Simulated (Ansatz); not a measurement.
Crystal: Ba2Tl5V3O12.

```
CELL_PARAMETERS angstrom
6.48991 -6.67692 -0.04765
6.48991 6.67692 -0.04765
-1.96739 0.00000 5.75220
ATOMIC_POSITIONS crystal
Ba 0.47917 0.52083 0.00000
Ba 0.79264 0.20736 0.00000
V 0.65694 0.94605 0.25735
V 0.05395 0.34306 0.74265
V 0.57442 0.42558 0.50000
Tl 0.49835 0.85629 0.63726
Tl 0.14371 0.50165 0.36274
Tl 0.01508 0.98492 0.50000
Tl 0.30964 0.12677 0.21892
Tl 0.87323 0.69036 0.78108
O 0.00390 0.26325 0.44275
O 0.59719 0.60676 0.67706
O 0.91333 0.42820 0.84635
O 0.52536 0.79943 0.20594
O 0.68766 0.41628 0.31356
O 0.09251 0.20316 0.88601
O 0.58372 0.31234 0.68644
O 0.79684 0.90749 0.11399
O 0.57180 0.08667 0.15365
O 0.20057 0.47464 0.79406
O 0.73675 0.99610 0.55725
O 0.39324 0.40281 0.32294
```

The cell was built by a generator and needn't be a form met in nature.

Base run:

```yaml
Program: Ansatz 0.2.0
Functional: LDA
Potentials_or_basis: all-electron LAPW, scalar-relativistic
Cutoff: 482 eV
Density_cutoff: 1926 eV
Basis_error_allowed: 0.003 eV/atom
k_mesh: 2 × 2 × 4
Occupations: fermi-dirac, width 0.05 eV
Spin: collinear spin, ferromagnetic start
Starting_moments: "[0.0, 0.0, 2.0, 2.0, 2.0, 0.0, 0.0, 0.0, 0.0, 0.0, 0.0, 0.0, 0.0, 0.0, 0.0, 0.0, 0.0, 0.0, 0.0, 0.0, 0.0, 0.0] μB"
```

Its results: band gap on the k mesh 2.80 eV, indirect (least direct gap 2.85 eV); pressure -5.0 GPa; net moment 0.00 μB per cell; largest force 0.595 eV/Å.

Problem. The run is repeated on the same cell with these changes: functional from LDA to PBEsol. What comes out?

Solution. Band gap on the k mesh 2.86 eV, indirect (least direct gap 2.91 eV); pressure -2.7 GPa; net moment 0.00 μB per cell; largest force 0.314 eV/Å.

PBEsol binds less tightly than LDA, so the same cell stands under more pressure.

Caveats: spin-orbit coupling is left out, which as a rule narrows the gap of such compounds by several tenths of an eV.

A k mesh can miss the band edges.

Not every run made on this cell is shown here.
